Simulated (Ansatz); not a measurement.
# F₂H₄N₂Sn: small, medium and large basis sets

The task here is to estimate one member of a computed series from the others.

Computed with Ansatz 0.2.0, Gaussian basis. Level: one geometry, several basis sets.

Plan: PBE0-D4/def2-SVP; ωB97M-V/def2-SVP; PBE0-D4/def2-QZVPP; ωB97M-V/def2-QZVPP; the functionals' def2-TZVPP values are taken from earlier runs.

## The geometry

All runs share one geometry, relaxed beforehand with PBE0-D4 in a triple-zeta def2 set. Sn takes the def2 core potential; no spin-orbit term is included.

SMILES `[NH2][Sn]([NH2])([F])[F]`, 9 atoms, charge 0, spin multiplicity 1.

Atoms are counted from 1 here; the program's logs count them from 0.

Bond lengths: N1–Sn2 1.987 Å, N1–H6 1.012 Å, N1–H7 1.012 Å, Sn2–N3 1.988 Å, Sn2–F4 1.912 Å, Sn2–F5 1.912 Å, N3–H8 1.012 Å, N3–H9 1.012 Å. Angles: Sn2–N1–H6 113.9°, Sn2–N1–H7 112.8°, H6–N1–H7 108.8°, N1–Sn2–N3 114.1°, N1–Sn2–F4 115.2°, N1–Sn2–F5 104.3°, N3–Sn2–F4 104.3°, N3–Sn2–F5 115.2°, F4–Sn2–F5 103.5°, Sn2–N3–H8 113.9°, Sn2–N3–H9 112.8°, H8–N3–H9 108.8°.

The first run:

Input file in.yaml:

```yaml
crystal:
  periodic: [false, false, false]
  atoms:
    - {symbol: N, position_ang: [-1.307937, 1.120167, -0.425315]}
    - {symbol: Sn, position_ang: [0.318420, -0.017998, -0.326898]}
    - {symbol: N, position_ang: [0.456392, -1.092942, 1.339159]}
    - {symbol: F, position_ang: [0.501041, -1.299560, -1.733915]}
    - {symbol: F, position_ang: [1.764284, 1.194410, -0.634884]}
    - {symbol: H, position_ang: [-2.169039, 0.597853, -0.522268]}
    - {symbol: H, position_ang: [-1.259595, 1.809219, -1.164887]}
    - {symbol: H, position_ang: [0.622883, -0.541272, 2.170826]}
    - {symbol: H, position_ang: [1.161950, -1.816078, 1.281084]}
basis:
  gaussian: {orbitals: def2-SVP}
hamiltonian: {xc: pbe0, dispersion: d4}
output: {orbitals: {seedname: orbitals}}
```

Command:

```console
> ansatz run in.yaml --threads 4 --pin off --events-out ev --progress --plain --max-ram 10444MiB
```

Steps of the session up to this table: PBE0-D4 in def2-SVP; ωB97M-V in def2-SVP; PBE0-D4 in def2-QZVPP; ωB97M-V in def2-QZVPP.

One table of the session follows, with a row left open; its other results are not shown here.

It belongs to the step «Functionals by basis». 

```
functional       basis  HOMO (eV)
   PBE0-D4    def2-SVP      -8.05
   PBE0-D4  def2-TZVPP      -8.34
   PBE0-D4  def2-QZVPP      -8.38
   ωB97M-V    def2-SVP     -10.42
   ωB97M-V  def2-TZVPP          ?
   ωB97M-V  def2-QZVPP     -10.78
```

**Question.** Estimate the row for ωB97M-V, def2-TZVPP.

As computed: HOMO (eV): -10.74. In the column «HOMO (eV)» it lies between ωB97M-V, def2-QZVPP (-10.78) and ωB97M-V, def2-SVP (-10.42).
